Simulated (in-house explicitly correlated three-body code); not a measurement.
# Two electrons around a charge of +1.9: exact states and exact Kohn–Sham parts

One table from this session's results is given with a row withheld; the runs are named, their logs left out.

The numbers are computed with in-house explicitly correlated three-body code version 1 (two electrons, non-relativistic, variational in exponentially correlated functions), except any that are marked as measured or tabulated.

## Starting point

* charge of the centre: +1.9
* mass of the centre: infinite
* interactions: Coulomb
* basis: 260 functions exp(−a r1 − b r2 − g r12) a state, exponent ranges optimised
* units: hartree and bohr; relativity and QED are left out

The first run:

Settings:

```ini
Z = 1.9
interaction_strength = 1.0
functions = 260
states_tried = 13
```

Command:

```
> python run_hyl.py task.json out
```

Steps of the session up to this table: The variational calculation.

One table of the session follows, with a row left open; its other results are not shown here.

It belongs to the step «The bound states». 

| state | binding (eV) | excitation (eV) | ⟨r12⟩ (bohr) |
| --- | --- | --- | --- |
| 1 ¹S | 20.9815 | 0 | 1.521 |
| 2 ³S | 3.96112 | 17.0204 | 4.814 |
| 2 ¹S | ? | ? | ? |
| 2 ³P | 2.93387 | 18.0476 | 5.209 |
| 2 ¹P | 2.73290 | 18.2486 | 5.696 |
| 3 ³S | 1.53795 | 19.4435 | 12.03 |
| 3 ¹S | 1.36390 | 19.6176 | 13.54 |
| 3 ³P | 1.28018 | 19.7013 | 13.25 |
| 3 ¹P | 1.21637 | 19.7651 | 14.03 |
| 4 ³S | 0.814020 | 20.1675 | 22.62 |
| 4 ¹S | 0.745644 | 20.2358 | 24.68 |
| 4 ³P | 0.712522 | 20.2690 | 24.67 |
| 4 ¹P | 0.685165 | 20.2963 | 25.72 |

Estimate the missing values for 2 ¹S.

The run gave: binding (eV): 3.26887; excitation (eV): 17.7126; ⟨r12⟩ (bohr): 5.763. In the column «binding (eV)» it lies between 2 ³P (2.93387) and 2 ³S (3.96112).
